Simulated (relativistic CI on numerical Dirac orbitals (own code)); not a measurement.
**Ta: one ion under different settings**

Aim: see what numerical and physical settings do to the SCF, the total energy and the lowest levels of Ta.

Method: Dirac-Coulomb-Breit CI, KLI orbitals optimised for each configuration, model QED (radiative potential, 1s self-energy scaled to tabulated hydrogen-like ionisation energies), numerical settings as typed. Code: relativistic CI on numerical Dirac orbitals (own code) version 3.

### 1 The system

| Quantity | Value |
| --- | --- |
| ion | Ta (Ta I) |
| nuclear charge | 73 |
| electrons | 73 |
| isotope | A = 181 |

### 2 The usual input

The run's settings:

```ini
atom Ta  Z=73  charge=0  electrons=73
nucleus A=181  rms_radius_fm=5.3507
hamiltonian dirac-coulomb  breit=on  qed=on  c_scale=1
orbitals kli  potential=per-configuration
slater_scale 1
correlation none
mixing on
grid step=0.0125 r_max=259.4
scf mixing=0.4 start=green max_iterations=150 tolerance=2e-08 node_fill=0.05
configurations
  [Xe] 4f14 5d3 6s2
end
```

Command:

```
> python run_levels.py task.json out
```

The settings of every run stand in task.json; they run in order.

### 3 Tolerance 0.0001

Settings: those of step 2 with these lines changed.

```diff
@@ -8,3 +8,3 @@
 grid step=0.0125 r_max=259.4
-scf mixing=0.4 start=green max_iterations=150 tolerance=2e-08 node_fill=0.05
+scf mixing=0.4 start=green max_iterations=150 tolerance=0.0001 node_fill=0.05
 configurations
```

### 4 Start potential bare, potential mixing 0.1

Settings: those of step 3 with these lines changed.

```diff
@@ -8,3 +8,3 @@
 grid step=0.0125 r_max=259.4
-scf mixing=0.4 start=green max_iterations=150 tolerance=0.0001 node_fill=0.05
+scf mixing=0.1 start=bare max_iterations=150 tolerance=2e-08 node_fill=0.05
 configurations
```

### 5 Start potential bare

Settings: those of step 4 with these lines changed.

```diff
@@ -8,3 +8,3 @@
 grid step=0.0125 r_max=259.4
-scf mixing=0.1 start=bare max_iterations=150 tolerance=2e-08 node_fill=0.05
+scf mixing=0.4 start=bare max_iterations=150 tolerance=2e-08 node_fill=0.05
 configurations
```

### 6 Speed-of-light factor 10, nuclear radius 4.8156

The run's settings:

```ini
atom Ta  Z=73  charge=0  electrons=73
nucleus A=181  rms_radius_fm=4.8156
hamiltonian dirac-coulomb  breit=on  qed=on  c_scale=10
orbitals kli  potential=per-configuration
slater_scale 1
correlation none
mixing on
grid step=0.0125 r_max=259.4
scf mixing=0.4 start=green max_iterations=150 tolerance=2e-08 node_fill=0.05
configurations
  [Xe] 4f14 5d3 6s2
end
```

### 7 Node fill 5

The run's settings:

```ini
atom Ta  Z=73  charge=0  electrons=73
nucleus A=181  rms_radius_fm=5.3507
hamiltonian dirac-coulomb  breit=on  qed=on  c_scale=1
orbitals kli  potential=per-configuration
slater_scale 1
correlation none
mixing on
grid step=0.0125 r_max=259.4
scf mixing=0.4 start=green max_iterations=55 tolerance=2e-08 node_fill=5
configurations
  [Xe] 4f14 5d3 6s2
end
```

### 8 End of the grid 64.85

Settings: those of step 7 with these lines changed.

```diff
@@ -7,4 +7,4 @@
 mixing on
-grid step=0.0125 r_max=259.4
-scf mixing=0.4 start=green max_iterations=55 tolerance=2e-08 node_fill=5
+grid step=0.0125 r_max=64.85
+scf mixing=0.4 start=green max_iterations=66 tolerance=2e-08 node_fill=0.05
 configurations
```

(Steps that only read results are left out.)

What does the calculation give? Wanted: lowest level, usual settings; total energy; first excitation.

The runs gave:

| setting | total energy less usual (Ha) | largest shift of a level among the lowest eight of both runs, same label and place (cm⁻¹) | SCF iterations | time | lowest level | kind of change |
| --- | --- | --- | --- | --- | --- | --- |
| usual | 0 | 0 | 13 | 0.14 s | 5d3 4F3/2 | - |
| tolerance 0.0001 | -8.17e-06 | 0.533 | 9 | 0.12 s | 5d3 4F3/2 | numerical |
| start potential bare, potential mixing 0.1 | 0 | 0 | 55 | 0.37 s | 5d3 4F3/2 | numerical |
| start potential bare | 0 | 0 | 33 | 0.25 s | 5d3 4F3/2 | numerical |
| speed-of-light factor 10, nuclear radius 4.8156 | 788 | 5110 | 21 | 0.18 s | 5d3 4F3/2 | unphysical constant |
| node fill 5 | 0.91 | 3450 | 16 | 0.15 s | 5d3 4F3/2 | unsound |
| end of the grid 64.85 | 0 | 0 | 13 | 0.13 s | 5d3 4F3/2 | extreme, harmless here |

```
                    quantity           value
lowest level, usual settings       5d3 4F3/2
                total energy  -15589.1019 Ha
            first excitation     1536.4 cm⁻¹
```

In words: Among the runs whose levels can be followed, they move most under «speed-of-light factor 10, nuclear radius 4.8156» (unphysical constant), by up to 5110 cm⁻¹. No visible change in the result comes from «start potential bare, potential mixing 0.1» or «start potential bare» or «end of the grid 64.85». «Start potential bare, potential mixing 0.1» costs 55 SCF iterations against 13. Only the listed configurations are in the model. In a near-neutral ion this small CI can misplace whole configurations by 10,000 cm⁻¹ or more, above all where the count of f electrons changes.
